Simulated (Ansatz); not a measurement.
**C₃H₁₂AlAs: one species, many methods**

The task here is to estimate one member of a computed series from the others.

Method: functionals in def2-TZVPP, the program's frozen cores in correlated methods; program: Ansatz 0.2.0, Gaussian basis.

The runs, in order: LDA (SPW92), PBE-D4, revPBE-D4, BLYP-D4, r2SCAN-D4, B97M-V, PBE0-D4, B3LYP-D4, r2SCANh-D4, r2SCAN0-D4, HSE06-D4, BHLYP-D4, CAM-B3LYP-D4, LC-ωPBE, ωB97X-V, ωB97M-V, B2PLYP, PBE-QIDH; CCSD(T)/def2-SVP; MP2/def2-TZVPP; MP2/def2-QZVPP; RPA on PBE.

**The relaxed structure**

An earlier PBE0-D4 in a triple-zeta def2 set relaxation fixed the geometry.

SMILES `[CH3][Al-]([CH3])([CH3])[AsH3+]`, 17 atoms, charge 0, spin multiplicity 1.

Atoms are counted from 1 here; the program's logs count them from 0.

Bond lengths: C1–Al2 1.973 Å, C1–H6 1.097 Å, C1–H7 1.095 Å, C1–H8 1.095 Å, Al2–C3 1.973 Å, Al2–C4 1.973 Å, Al2–As5 2.729 Å, C3–H9 1.097 Å, C3–H10 1.095 Å, C3–H11 1.095 Å, C4–H12 1.095 Å, C4–H13 1.097 Å, C4–H14 1.095 Å, As5–H15 1.511 Å, As5–H16 1.511 Å, As5–H17 1.511 Å. Angles: Al2–C1–H6 109.9°, Al2–C1–H7 112.9°, Al2–C1–H8 112.9°, H6–C1–H7 106.5°, H6–C1–H8 106.5°, H7–C1–H8 107.7°, C1–Al2–C3 118.5°, C1–Al2–C4 118.5°, C1–Al2–As5 97.1°, C3–Al2–C4 118.5°, C3–Al2–As5 97.0°, C4–Al2–As5 97.2°, Al2–C3–H9 109.9°, Al2–C3–H10 112.9°, Al2–C3–H11 112.9°, H9–C3–H10 106.5°, H9–C3–H11 106.5°, H10–C3–H11 107.7° and more.

The first run:

The input, in.yaml:

```yaml
crystal:
  periodic: [false, false, false]
  atoms:
    - {symbol: C, position_ang: [-0.070577, 0.712369, -1.993466]}
    - {symbol: Al, position_ang: [0.399844, -0.234284, -0.327231]}
    - {symbol: C, position_ang: [1.957310, 0.397264, 0.706790]}
    - {symbol: C, position_ang: [-0.172188, -2.111057, -0.116836]}
    - {symbol: As, position_ang: [-1.523499, 0.886625, 1.251857]}
    - {symbol: H, position_ang: [0.605550, 0.405214, -2.800441]}
    - {symbol: H, position_ang: [0.022304, 1.799705, -1.906872]}
    - {symbol: H, position_ang: [-1.086073, 0.490930, -2.337181]}
    - {symbol: H, position_ang: [2.884225, 0.049757, 0.234825]}
    - {symbol: H, position_ang: [1.969755, 0.017657, 1.733517]}
    - {symbol: H, position_ang: [2.022718, 1.489003, 0.754273]}
    - {symbol: H, position_ang: [-0.126859, -2.456564, 0.920942]}
    - {symbol: H, position_ang: [0.488731, -2.769243, -0.693619]}
    - {symbol: H, position_ang: [-1.187722, -2.290935, -0.483939]}
    - {symbol: H, position_ang: [-2.510678, 1.877884, 0.681867]}
    - {symbol: H, position_ang: [-2.545955, 0.025100, 1.954958]}
    - {symbol: H, position_ang: [-1.145987, 1.710073, 2.460754]}
basis:
  gaussian: {orbitals: def2-TZVPP}
hamiltonian: {xc: lda}
output: {orbitals: {seedname: orbitals}}
```

Command:

```sh
$ ansatz run in.yaml --threads 8 --pin off --events-out ev --progress --plain --max-ram 20889MiB
```

Steps of the session up to this table: LDA; PBE-D4 (GGA); revPBE-D4 (GGA); BLYP-D4 (GGA); r2SCAN-D4 (meta-GGA); B97M-V (meta-GGA); PBE0-D4 (hybrid); B3LYP-D4 (hybrid); r2SCANh-D4 (hybrid); r2SCAN0-D4 (hybrid); HSE06-D4 (hybrid); BHLYP-D4 (hybrid); CAM-B3LYP-D4 (range-separated); LC-ωPBE (range-separated); ωB97X-V (range-separated); ωB97M-V (range-separated); B2PLYP (double hybrid); PBE-QIDH (double hybrid).

One of the session's tables, all rows but one given; the rest of the session is left out.

It belongs to the step «Orbital energies across the functionals». 

| functional | HOMO (eV) | gap (eV) |
| --- | --- | --- |
| LDA (SPW92) | -5.96 | 4.82 |
| PBE-D4 | -5.84 | 4.85 |
| revPBE-D4 | -5.79 | 4.87 |
| BLYP-D4 | -5.73 | 4.83 |
| r2SCAN-D4 | -6.09 | 5.32 |
| B97M-V | -6.17 | 5.27 |
| PBE0-D4 | -7.09 | 6.93 |
| B3LYP-D4 | -6.90 | 6.50 |
| r2SCANh-D4 | -6.56 | 6.09 |
| r2SCAN0-D4 | -7.27 | 7.24 |
| HSE06-D4 | -6.69 | 6.15 |
| BHLYP-D4 | ? | ? |
| CAM-B3LYP-D4 | -8.48 | 9.35 |
| LC-ωPBE | -9.84 | 11.87 |
| ωB97X-V | -9.48 | 11.35 |
| ωB97M-V | -9.36 | 11.00 |

**Question.** Estimate the row for BHLYP-D4.

Worked estimate for «HOMO (eV)». Against the share of exact exchange, BLYP-D4 (0, -5.73), B3LYP-D4 (0.2, -6.90) give a slope of -5.85 per unit share; at 0.5 the line stands at -8.65.

**Answer.** HOMO (eV): -8.28; gap (eV): 8.99. In «HOMO (eV)» the line misses by -0.37.
